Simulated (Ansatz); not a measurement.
# F2H6OSi3: the cost of one run

All numbers below are computed with Ansatz 0.2.0 (RHF/6-31G).

### 1 Starting point

Bond lengths: Si1–F2 1.590 Å, Si1–O3 1.680 Å, O3–Si4 1.680 Å, Si4–H5 1.460 Å, Si4–H6 1.460 Å, Si4–H7 1.460 Å, Si1–Si8 2.218 Å, Si8–H9 1.460 Å, Si8–H10 1.460 Å, Si8–H11 1.460 Å, Si1–F12 1.589 Å. Angles (14 of 19 angles, heavy atoms first): F2–Si1–O3 109.4°, F2–Si1–Si8 109.5°, F2–Si1–F12 109.5°, O3–Si1–Si8 109.5°, O3–Si1–F12 109.5°, Si8–Si1–F12 109.5°, Si1–O3–Si4 125.0°, O3–Si4–H5 109.5°, O3–Si4–H6 109.5°, O3–Si4–H7 109.5°, Si1–Si8–H9 109.5°, Si1–Si8–H10 109.5°, Si1–Si8–H11 109.5°, H5–Si4–H6 109.4°.

Structure file:

```xyz
12

Si    0.0000    0.0000    0.0000
F     0.0000    0.0000    1.5900
O     1.5842    0.0000   -0.5594
Si    2.4906   -1.3762   -0.8866
H     1.6598   -2.3521   -1.5857
H     3.6318   -1.0202   -1.7249
H     2.9691   -1.9538    0.3660
Si   -1.0456    1.8115   -0.7393
H    -2.4302    1.4780   -1.0607
H    -1.0215    2.8436    0.2931
H    -0.3743    2.3069   -1.9374
F    -0.7489   -1.2974   -0.5295
```

### 2 Relaxing the start

input.yaml

```yaml
crystal:
  periodic: [false, false, false]
  atoms:
    - { symbol: Si, position_ang: [0.0, 0.0, 0.0] }
    - { symbol: F, position_ang: [0.0, 0.0, 1.59] }
    - { symbol: O, position_ang: [1.5842, 0.0, -0.5594] }
    - { symbol: Si, position_ang: [2.4906, -1.3762, -0.8866] }
    - { symbol: H, position_ang: [1.6598, -2.3521, -1.5857] }
    - { symbol: H, position_ang: [3.6318, -1.0202, -1.7249] }
    - { symbol: H, position_ang: [2.9691, -1.9538, 0.366] }
    - { symbol: Si, position_ang: [-1.0456, 1.8115, -0.7393] }
    - { symbol: H, position_ang: [-2.4302, 1.478, -1.0607] }
    - { symbol: H, position_ang: [-1.0215, 2.8436, 0.2931] }
    - { symbol: H, position_ang: [-0.3743, 2.3069, -1.9374] }
    - { symbol: F, position_ang: [-0.7489, -1.2974, -0.5295] }
basis:
  gaussian: { orbitals: "6-31G" }
hamiltonian:
  xc: hf
relax:
  f_tol: 0.02
  max_steps: 40
```

Command:

```console
$ ansatz run input.yaml --threads 1 --pin off --max-ram 2048MiB --backend cpu --events-out ev --progress --plain --runs-dir out
```

**Question.** How long does this run take on 1 thread of Arm Neoverse V1, shared host, and how much memory does it need?

About 57 s, with a peak of 0.19 GiB.
